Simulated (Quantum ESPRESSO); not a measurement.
Runs of Quantum ESPRESSO 7.5 on MoSe. It takes space group Pm-3m (No. 221, cubic). The conventional cell has a = 3.500 Å, b = 3.500 Å, c = 3.500 Å, α = 90.00°, β = 90.00°, γ = 90.00°. Mo (site symmetry m-3m) is surrounded by 8 Se at 3.03 Å. Se (site symmetry m-3m) has 8 Mo at 3.03 Å as nearest neighbours. The cell was built by a generator and needn't be a form met in nature.

```csv
task,level,U,k mesh,mixing beta,start of the occupations,hubbard projectors,q mesh,mesh quality,gap on the mesh (eV),pressure (GPa)
phonons,PBEsol,-,"2 × 2 × 2, shifted",0.5,-,-,-,coarse,-,-34.8
phonons,PBEsol,-,"6 × 6 × 6, shifted",0.5,-,-,-,coarse,none,-31.0
Hubbard U by linear response,PBEsol+U,Mo d U = 6.0 eV,4 × 4 × 4,0.3,default,ortho-atomic,2 × 2 × 2,coarse,(a),-9.8
phonons,PBEsol,-,"4 × 4 × 4, shifted",0.5,-,-,-,coarse,none,-30.1
phonons,PBEsol,-,"8 × 8 × 8, shifted",0.5,-,-,-,not flagged,none,-30.8
```

Alike in all rows: potentials or basis GBRV 1.5 PBEsol; no spin polarisation; cell as given; cutoff (eV) 612; smearing fermi-dirac 0.05 eV.

Estimate the missing entries.

(a) 0.89.

Caveats: some runs use coarse meshes; some modes are imaginary (some runs); the cell is more than 3 GPa from zero pressure, which shifts response properties (some runs); a pressure of tens of GPa on the cell as given is suspect, and the run, the potentials or the cell itself is likely at fault (some runs); the mesh is thin for the phonons of a metal (some runs).

A k mesh can miss the band edges, and the runs leave out spin-orbit coupling on Mo, Se.

A gap of «none» marks a metal or a gap under the smearing width.
